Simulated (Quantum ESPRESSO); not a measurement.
Here is a Quantum ESPRESSO 7.5 calculation.

The input pw.in:

```
&CONTROL
  calculation = 'scf'
  prefix = 'pwscf'
  outdir = './tmp'
  pseudo_dir = './pseudo'
  tprnfor = .true.
  disk_io = 'low'
/
&SYSTEM
  ibrav = 0
  celldm(1) = 8
  nat = 2
  ntyp = 1
  ecutwfc = 50
  ecutrho = 250
  nbnd = 20
  occupations = 'smearing'
  smearing = 'mv'
  degauss = 0.00999582
/
&ELECTRONS
  conv_thr = 2d-09
  electron_maxstep = 150
  mixing_beta = 0.3
  mixing_mode = 'local-TF'
  tqr = .true.
/
ATOMIC_SPECIES
Ta   180.9479 ta_pbesol_v1.uspp.F.UPF
CELL_PARAMETERS alat
  0.6422659422919  -0.0000000000000   0.0000000000000
 -0.0000000000000   0.6422659422919   0.0000000000000
  0.0000000000000   0.0000000000000   6.7289934763512
ATOMIC_POSITIONS crystal
Ta     1.0000000000    0.5000000000    0.3026400000
Ta     0.5000000000    0.0000000000    0.2239200000
K_POINTS automatic
10 10 1 0 0 0
```

Contents of pp_density.in:

```
&INPUTPP
  prefix = 'pwscf'
  outdir = './tmp'
  filplot = 'density.dat'
  plot_num = 0
/
&PLOT
  nfile = 1
  filepp(1) = 'density.dat'
  iflag = 3
  output_format = 6
  fileout = 'density.cube'
/
```

File pp_potential.in:

```
&INPUTPP
  prefix = 'pwscf'
  outdir = './tmp'
  filplot = 'potential.dat'
  plot_num = 11
/
&PLOT
  nfile = 1
  filepp(1) = 'potential.dat'
  iflag = 3
  output_format = 6
  fileout = 'potential.cube'
/
```

Potentials or basis: GBRV 1.5 PBEsol.

Run with:

```bash
$ OMP_NUM_THREADS=1 mpirun -n 2 pw.x -nk 2 -in pw.in > pw.out
$ OMP_NUM_THREADS=1 mpirun -n 1 pp.x -in pp_density.in > pp_density.out
$ OMP_NUM_THREADS=1 mpirun -n 1 pp.x -in pp_potential.in > pp_potential.out
```

Question: Estimate the work function of the upper face.

Answer: 4.73 eV.

Question: Predict the work function of the lower face.

Answer: 4.73 eV.

Question: What does it give for the band gap on the k mesh?

Answer: None (metal or under the smearing width).

Question: Estimate the largest force.

Answer: 0.417 eV/Å.

Forces on the atoms (eV/Å):
```
Ta   0.000  0.000 -0.417
Ta   0.000  0.000  0.417
```

Caveat: real space augmentation costs some meV and hundredths of eV per Å. Spin-orbit coupling is left out, which matters for the levels of Ta.
